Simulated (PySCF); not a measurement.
# FeI3 (FeI3): the cost of one run

Programs: PySCF 2.14.0, with routines of our own; each step states its level. All values are computed. Atoms count from 0.

## (1) The system as given

4 atoms, charge 0, states of the metal's open shell are computed; geometry from: model geometry, bond lengths from ionic radii.

## (2) Ligand-field states: state-averaged CASSCF

What the job is given:

```
{"job": {"kind": "lf", "basis": {"metal": "x2c-TZVPall", "ligand": "x2c-SVPall"}, "nevpt": true}, "charge": 0, "metal": "Fe", "open_shell": "d5"}
Fe     0.000000     0.000000     0.000000
I      2.525000     0.000000     0.000000
I     -1.262500     2.186714     0.000000
I     -1.262500    -2.186714     0.000000
```

With the program's defaults for keys left out, this is: state-averaged CASSCF of the metal d shell, SC-NEVPT2 on the averaged canonical orbitals, state-interaction spin-orbit coupling.

Run with:

```console
OMP_NUM_THREADS=1 python lf_run.py task.json out
```

One launch serves the whole session: the jobs run in the order shown.

**Question.** How long does this first job take on 1 thread of Arm Neoverse N1, shared host, and how much memory does it need?

About 53 s, with a peak of 0.45 GiB.
